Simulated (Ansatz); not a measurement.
# InH2(OMe) (CH₅InO): structure and electronic state

Aim: characterise InH2(OMe) (CH₅InO) as a singlet: its structure, frontier levels and distribution of charge.

The runs use Ansatz 0.2.0, Gaussian basis; RKS PBE0-D4/def2-TZVP.

Levels to be run: relaxation at B3LYP-D4/def2-TZVP; a search for the lowest solution at PBE0-D4/def2-SVP; a single point at PBE0-D4/def2-TZVP; harmonic vibrations at B3LYP-D4/def2-TZVP.

4 further runs of the same task are left out: 4 set aside as unsound or not needed. Runs told in other sessions of the task aren't counted.

## 1. Starting geometry

8 atoms, charge 0, spin multiplicity 1.

Atoms are counted from 1 here; the program's logs count them from 0.

Bond lengths: In1–H2 1.718 Å, In1–H3 1.694 Å, In1–O4 1.964 Å, O4–C5 1.406 Å, C5–H6 1.095 Å, C5–H7 1.095 Å, C5–H8 1.102 Å. Angles: H2–In1–H3 129.4°, H2–In1–O4 118.8°, H3–In1–O4 111.8°, In1–O4–C5 126.6°, O4–C5–H6 109.4°, O4–C5–H7 109.4°, O4–C5–H8 112.7°, H6–C5–H7 108.8°, H6–C5–H8 108.3°, H7–C5–H8 108.2°.

As a file:

```
In    0.6126    1.4107    0.7042
H     2.2177    0.8231    0.8788
H    -0.0316    2.9201    1.1244
O    -0.7453    0.2319   -0.0867
C    -0.5467   -1.0779   -0.5570
H    -0.8038   -1.1247   -1.6203
H    -1.1971   -1.7648   -0.0053
H     0.4943   -1.4184   -0.4381
```

In takes a core potential in the def2 sets. No spin-orbit coupling is included.

The start is a GFN2-xTB geometry.

## 2. Optimising with B3LYP-D4/def2-TZVP

Contents of in.yaml:

```yaml
crystal:
  periodic: [false, false, false]
  atoms:
    - {symbol: In, position_ang: [0.612620, 1.410730, 0.704190]}
    - {symbol: H, position_ang: [2.217680, 0.823080, 0.878800]}
    - {symbol: H, position_ang: [-0.031650, 2.920080, 1.124360]}
    - {symbol: O, position_ang: [-0.745290, 0.231860, -0.086690]}
    - {symbol: C, position_ang: [-0.546700, -1.077930, -0.556970]}
    - {symbol: H, position_ang: [-0.803810, -1.124660, -1.620330]}
    - {symbol: H, position_ang: [-1.197130, -1.764810, -0.005300]}
    - {symbol: H, position_ang: [0.494300, -1.418370, -0.438060]}
basis:
  gaussian: {orbitals: def2-TZVP}
hamiltonian: {xc: {name: B3LYP}, dispersion: d4}
scf: {lower_state_search: "off"}
output: {orbitals: {seedname: orbitals}}
relax: {f_tol: 0.02, max_steps: 100}
```

Command:

```sh
$ ansatz run in.yaml --threads 4 --pin off --events-out ev --progress --plain --max-ram 3916MiB
```

Further steps of the session: Searching for the lowest solution, PBE0-D4/def2-SVP; Single point, PBE0-D4/def2-TZVP; Harmonic vibrations.

**Question.** What will the summary of the whole plan be? Wanted: point group; C–O bond; HOMO, LUMO at PBE0-D4/def2-TZVP; dipole at B3LYP-D4/def2-TZVP; lowest, highest wavenumber.

The runs gave:

| quantity | value |
| --- | --- |
| point group | Cs |
| C–O bond | 1.408 Å |
| HOMO, LUMO at PBE0-D4/def2-TZVP | -7.26, -1.53 eV |
| dipole at B3LYP-D4/def2-TZVP | 1.63 D |
| lowest, highest wavenumber | 93, 3020 cm⁻¹ |

The molecule keeps its bonding pattern by the stored test; the atoms moved 0.07 Å (rms). All wavenumbers are real: a minimum at this level. The point group is read from a loosely relaxed geometry; soft torsions can leave it below the true symmetry.
